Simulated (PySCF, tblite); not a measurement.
**C6H8F3OP: geometry, infrared bands and NMR shifts**

Aim: predict the infrared bands and NMR shifts of C6H8F3OP (`O=C1CCP(C(F)(F)F)CC1`).

The runs use tblite 0.8.0 and PySCF 2.14.0, with density-fitted response routines of our own; the level of theory stands in each step. All values are computed, except where a source is named. Atoms are numbered from 0 throughout.

**1. The molecule as given**

19 atoms, charge 0, multiplicity 1; geometry from: force field or distance geometry start.

Bonds of the start (Å): O0–C1 1.23, C1–C2 1.48, C2–C3 1.52, C3–P4 1.84, P4–C5 1.81, C5–F6 1.37, C5–F7 1.39, C5–F8 1.40, P4–C9 1.83, C9–C10 1.53, C10–C1 1.48, C2–H11 1.13, C2–H12 1.12, C3–H13 1.12, C3–H14 1.10, C9–H15 1.12, C9–H16 1.12, C10–H17 1.09, C10–H18 1.13.

**2. Optimising the geometry with GFN2-xTB**

Job settings and geometry (Å):

```
{"job": {"kind": "relax", "xc": "GFN2-xTB", "basis": "xTB"}, "charge": 0, "multiplicity": 1}
O     -1.956700     0.806000     1.804500
C     -1.600500     0.561400     0.653800
C     -1.728000    -0.833800     0.167600
C     -0.374400    -1.497700    -0.008100
P      0.871200    -0.179500     0.303400
C      2.600600    -0.693600     0.132700
F      3.251900    -0.284800    -1.006200
F      2.654300    -2.076800     0.247200
F      3.333200    -0.199100     1.224800
C      0.383300     1.315600    -0.641500
C     -1.027500     1.659900    -0.158600
H     -2.363900    -1.371200     0.926500
H     -2.332000    -0.892900    -0.775200
H     -0.254700    -2.254100     0.806700
H     -0.313700    -1.956400    -1.001900
H      1.045400     2.194000    -0.438900
H      0.373700     1.188300    -1.751500
H     -1.693700     1.951100    -0.975200
H     -0.878300     2.572900     0.482500
```

Run with:

```console
$ OMP_NUM_THREADS=1 python probes_run.py task.json out
```

This one command runs all jobs of the session in turn.

**Question.** This job is followed by: GFN2-xTB harmonic vibrations, gas phase; GIAO PBE0/pcSseg-1 NMR shielding, non-relativistic, gas phase. Predict these results of the whole session: strongest single infrared mode (GFN2-xTB); zero-point energy (GFN2-xTB); 13C shifts against TMS (PBE0/pcSseg-1, means over atoms taken as alike); 1H shifts against TMS (PBE0/pcSseg-1, means over atoms taken as alike); 17O shifts against H2O (PBE0/pcSseg-1); 31P shifts against H3PO4 (PBE0/pcSseg-1); 19F shifts against CFCl3 (PBE0/pcSseg-1, means over atoms taken as alike); surface potential, 1st and 99th percentile.

As calculated:

| quantity | value |
| --- | --- |
| strongest single infrared mode (GFN2-xTB) | 1772 cm⁻¹, 369 km/mol |
| zero-point energy (GFN2-xTB) | 83.7 kcal/mol |
| 13C shifts against TMS (PBE0/pcSseg-1, means over atoms taken as alike) | 213.0, 143.8, 37.4, 17.3 ppm |
| 1H shifts against TMS (PBE0/pcSseg-1, means over atoms taken as alike) | 2.63, 2.23 ppm |
| 17O shifts against H2O (PBE0/pcSseg-1) | 688.8 ppm |
| 31P shifts against H3PO4 (PBE0/pcSseg-1) | -47.3 ppm |
| 19F shifts against CFCl3 (PBE0/pcSseg-1, means over atoms taken as alike) | -79.0 ppm |
| surface potential, 1st and 99th percentile | -1.53 V and 1.31 V |

In words: The optimisation took 182 steps and gained 1.747 eV; among the close pairs (by a distance rule), P4–C5 changed most, from 1.812 to 1.896 Å. All 51 modes are real, so the xTB geometry is a minimum. The strongest single mode, at 1772 cm⁻¹, moves mainly C1 and O0. GFN2-xTB is a fitted tight-binding method: band positions and strengths are rough. Its intensities can rank the bands wrongly. The most deshielded carbon is C1 (ketone carbonyl carbon), at 213.0 ppm: the double bond to the heteroatom, with no lone-pair donor beside it, deshields it most. The most deshielded hydrogen is H11, H12, H17, H18 (mean) (hydrogen on an sp3 CH2 α to a carbonyl), at 2.63 ppm: α to C=O. At PBE0/pcSseg-1: The largest span, 1277 ppm, is at O0, where the paramagnetic term is -747 ppm. At PBE0/pcSseg-1, counted by nearest atom on the grid, the HOMO lies on O0 59 %; C2, C10 about 10 % each, the LUMO on C1 43 %; O0 29 %.
